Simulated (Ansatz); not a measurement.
# CH6AlNO: the cost of one run

All numbers below are computed with Ansatz 0.2.0 (RKS PBE-D4/cc-pVDZ).

### 1 The structure to begin with

Bond lengths: Al1–N3 1.744 Å, N3–C4 1.438 Å, Al1–O6 1.646 Å, C4–H7 1.093 Å, C4–H8 1.097 Å, C4–H9 1.094 Å, O6–H10 0.949 Å. Angles: Al1–N3–C4 149.7°, N3–Al1–O6 165.2°, N3–C4–H7 107.9°, N3–C4–H8 112.7°, N3–C4–H9 112.4°, H7–C4–H8 107.8°, H7–C4–H9 107.3°, H8–C4–H9 108.4°, Al1–O6–H10 176.6°.

Structure file:

```xyz
10

Al    0.8723   -0.9174   -0.1690
H     1.7009    0.6705   -1.0625
N    -0.2179    0.4372   -0.0356
C    -1.4579    0.9908    0.4371
H     0.8296    0.9536   -0.7007
O     1.5967   -2.3926   -0.0732
H    -1.6266    1.9347   -0.0876
H    -1.4439    1.2023    1.5135
H    -2.3122    0.3424    0.2229
H     2.0591   -3.2214   -0.0449
```

### 2 Pulling towards end A

Springs on the bonds that form and break draw the guess towards this end; the thresholds are loose.

input.yaml reads:

```yaml
crystal:
  periodic: [false, false, false]
  atoms:
    - { symbol: Al, position_ang: [0.8723, -0.9174, -0.169] }
    - { symbol: H, position_ang: [1.7009, 0.6705, -1.0625] }
    - { symbol: "N", position_ang: [-0.2179, 0.4372, -0.0356] }
    - { symbol: C, position_ang: [-1.4579, 0.9908, 0.4371] }
    - { symbol: H, position_ang: [0.8296, 0.9536, -0.7007] }
    - { symbol: O, position_ang: [1.5967, -2.3926, -0.0732] }
    - { symbol: H, position_ang: [-1.6266, 1.9347, -0.0876] }
    - { symbol: H, position_ang: [-1.4439, 1.2023, 1.5135] }
    - { symbol: H, position_ang: [-2.3122, 0.3424, 0.2229] }
    - { symbol: H, position_ang: [2.0591, -3.2214, -0.0449] }
basis:
  gaussian: { orbitals: cc-pVDZ }
hamiltonian:
  xc: pbe
  dispersion: d4
relax:
  f_tol: 0.15
  max_steps: 25
  restrain:
    - { distance: [4, 1], at: 1.92, k: 30.0 }
    - { distance: [0, 1], at: 1.52, k: 30.0 }
    - { distance: [4, 2], at: 1.02, k: 30.0 }
```

Command:

```bash
$ ansatz run input.yaml --threads 2 --pin off --max-ram 3072MiB --backend cpu --events-out ev --progress --plain --runs-dir out
```

Q: Estimate wall time and peak memory on 2 threads of Arm Neoverse V1, shared host.

About 18 s, with a peak of 0.15 GiB.
